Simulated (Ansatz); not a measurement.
# CH8OSi2: how energies converge with the basis set

The task here is to estimate one member of a computed series from the others.

Computed with Ansatz 0.2.0, Gaussian basis. Level: one geometry, several basis sets.

The runs, in order: PBE0-D4/def2-SVP; ωB97M-V/def2-SVP; PBE0-D4/def2-QZVPP; ωB97M-V/def2-QZVPP; the functionals' def2-TZVPP values are taken from earlier runs.

### Structure used throughout

All runs share one geometry, relaxed beforehand with PBE0-D4 in a triple-zeta def2 set.

SMILES `C[SiH](O)[SiH3]`, 12 atoms, charge 0, spin multiplicity 1.

Atoms are counted from 1 here; the program's logs count them from 0.

Bond lengths: C1–Si2 1.869 Å, C1–H5 1.092 Å, C1–H6 1.094 Å, C1–H7 1.094 Å, Si2–O3 1.657 Å, Si2–Si4 2.342 Å, Si2–H8 1.496 Å, O3–H9 0.958 Å, Si4–H10 1.489 Å, Si4–H11 1.490 Å, Si4–H12 1.488 Å. Angles: Si2–C1–H5 111.1°, Si2–C1–H6 111.1°, Si2–C1–H7 110.3°, H5–C1–H6 108.2°, H5–C1–H7 108.2°, H6–C1–H7 107.7°, C1–Si2–O3 112.1°, C1–Si2–Si4 111.5°, C1–Si2–H8 107.9°, O3–Si2–Si4 105.7°, O3–Si2–H8 110.0°, Si4–Si2–H8 109.6°, Si2–O3–H9 117.6°, Si2–Si4–H10 110.9°, Si2–Si4–H11 109.3°, Si2–Si4–H12 111.5°, H10–Si4–H11 108.0°, H10–Si4–H12 108.7° and more.

The first run:

The input, in.yaml:

```yaml
crystal:
  periodic: [false, false, false]
  atoms:
    - {symbol: C, position_ang: [-1.128146, 1.273256, 0.206719]}
    - {symbol: Si, position_ang: [-0.101834, -0.237014, 0.605074]}
    - {symbol: O, position_ang: [1.132963, 0.107407, 1.654698]}
    - {symbol: Si, position_ang: [0.919397, -1.111304, -1.312209]}
    - {symbol: H, position_ang: [-0.515566, 2.058945, -0.241370]}
    - {symbol: H, position_ang: [-1.599363, 1.678053, 1.106779]}
    - {symbol: H, position_ang: [-1.923649, 1.016018, -0.498523]}
    - {symbol: H, position_ang: [-1.009376, -1.264228, 1.203906]}
    - {symbol: H, position_ang: [0.899885, 0.335508, 2.555682]}
    - {symbol: H, position_ang: [1.816718, -0.103665, -1.942062]}
    - {symbol: H, position_ang: [-0.129008, -1.479453, -2.305520]}
    - {symbol: H, position_ang: [1.714979, -2.328721, -0.999274]}
basis:
  gaussian: {orbitals: def2-SVP}
hamiltonian: {xc: pbe0, dispersion: d4}
output: {orbitals: {seedname: orbitals}}
```

Among the steps run: PBE0-D4 in def2-SVP; ωB97M-V in def2-SVP; PBE0-D4 in def2-QZVPP; ωB97M-V in def2-QZVPP.

One table of the session follows, with a row left open; its other results are not shown here.

| functional | basis | HOMO (eV) | LUMO (eV) |
| --- | --- | --- | --- |
| PBE0-D4 | def2-SVP | -7.81 | 0.39 |
| PBE0-D4 | def2-TZVPP | -7.84 | -0.04 |
| PBE0-D4 | def2-QZVPP | -7.85 | -0.21 |
| ωB97M-V | def2-SVP | ? | ? |
| ωB97M-V | def2-TZVPP | -9.90 | 1.61 |
| ωB97M-V | def2-QZVPP | -9.91 | 1.16 |

**Question.** Estimate the row for ωB97M-V, def2-SVP.

The run gave: HOMO (eV): -9.83; LUMO (eV): 2.23. In the column «HOMO (eV)» it lies between ωB97M-V, def2-TZVPP (-9.90) and PBE0-D4, def2-QZVPP (-7.85).
